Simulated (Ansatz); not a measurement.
# SiS (SMILES [Si-]#[S+]) at BCCD(T)/cc-pVTZ

What is the electronic atomisation energy of SiS at BCCD(T)/cc-pVTZ? 

Program for the calculation: Ansatz 0.2.0.

43 further runs of the same task are left out: 43 set aside as unsound or not needed.

### Step 1. The molecule

The species is SiS (2 atoms), meant as a singlet with charge 0. As SMILES, `[Si-]#[S+]`. The bond length is the measured one.

Bond lengths: Si1–S2 1.929 Å.

### Step 2. The energy at BCCD(T)/cc-pVTZ

molecule.yaml reads:

```yaml
crystal:
  periodic: [false, false, false]
  atoms:
    - {symbol: Si, position_ang: [0.000000, 0.000000, 0.000000]}
    - {symbol: S, position_ang: [0.000000, 0.000000, 1.929321]}
basis:
  gaussian:
    orbitals: cc-pVTZ
correlation:
  method: bccd_t
  frozen_orbitals: {S: 5, Si: 5}
accuracy: high
scf:
  omitted_lower_state_checks: [cluster_reference, increment]
```

Command:

```
$ ansatz run molecule.yaml --threads 1 --pin off --max-ram 3480MiB --events-out events.jsonl --progress --plain --runs-dir runs
```

The log of the run:

```text
Warning: RAYON_NUM_THREADS=1 ignored (pool sized by the plan → 1); use --threads N
[... 12 lines left out ...]
10 core orbitals not correlated: weight in the atoms' cores, before any rotation towards them, 1.000 or more for the frozen orbitals, at most 0.000 for the correlated occupied ones
[... 23 lines left out ...]
Total energy: -18688.91904351 eV, -686.8051070449 hartree
Checks for a lower state left out: cluster_reference, increment
```

Run time: 2.9 s. Hardware: 1 thread of Arm Neoverse V1, shared host; peak memory 0.21 GiB.

### Step 3. The S atom at the same level

run.yaml reads:

```yaml
crystal:
  periodic: [false, false, false]
  atoms:
    - symbol: S
      position_ang: [0.000000, 0.000000, 0.000000]
basis:
  gaussian: {orbitals: cc-pVTZ}
scf: {omitted_lower_state_checks: [cluster_reference, increment]}
accuracy: high
magnetization: {spin_polarized: true, initial_magnetization: 2}
correlation: {method: bccd_t, frozen_orbitals: {S: 5}}
```

Run the same way, it converges to -397.65335 Eh (log not shown).

### Step 4. The Si atom, same level

molecule.yaml reads:

```yaml
crystal:
  periodic: [false, false, false]
  atoms:
    - symbol: Si
      position_ang: [0.000000, 0.000000, 0.000000]
basis:
  gaussian: {orbitals: cc-pVTZ}
magnetization: {spin_polarized: true, initial_magnetization: 2}
correlation: {method: bccd_t, frozen_orbitals: {Si: 5}}
accuracy: high
scf: {omitted_lower_state_checks: [cluster_reference, increment]}
```

Run the same way, it converges to -288.93311 Eh (log not shown).

### Step 5. What came out

At BCCD(T)/cc-pVTZ, 10 core orbitals frozen:

```
                                              quantity          value
                                molecule: total energy  -686.80511 Eh
molecule: correlation energy (10 core orbitals frozen)     -298.6 mEh
                              molecule: (T) correction     -18.34 mEh
                                  S atom: total energy  -397.65335 Eh
   S atom: correlation energy (5 core orbitals frozen)     -144.1 mEh
                                S atom: (T) correction      -4.72 mEh
             S atom: ⟨S²⟩ of the reference determinant          2.012
                                 Si atom: total energy  -288.93311 Eh
  Si atom: correlation energy (5 core orbitals frozen)      -76.7 mEh
                               Si atom: (T) correction      -2.53 mEh
            Si atom: ⟨S²⟩ of the reference determinant          2.015
                         electronic atomisation energy       5.950 eV
```

What this shows: Taking the molecule apart into free atoms costs 5.95 eV (574 kJ/mol), before zero-point energy and without spin-orbit coupling. The triples (molecule) make up 6.1 % of the correlation energy. The triples (S atom) make up 3.3 % of the correlation energy. The triples (Si atom) make up 3.3 % of the correlation energy.
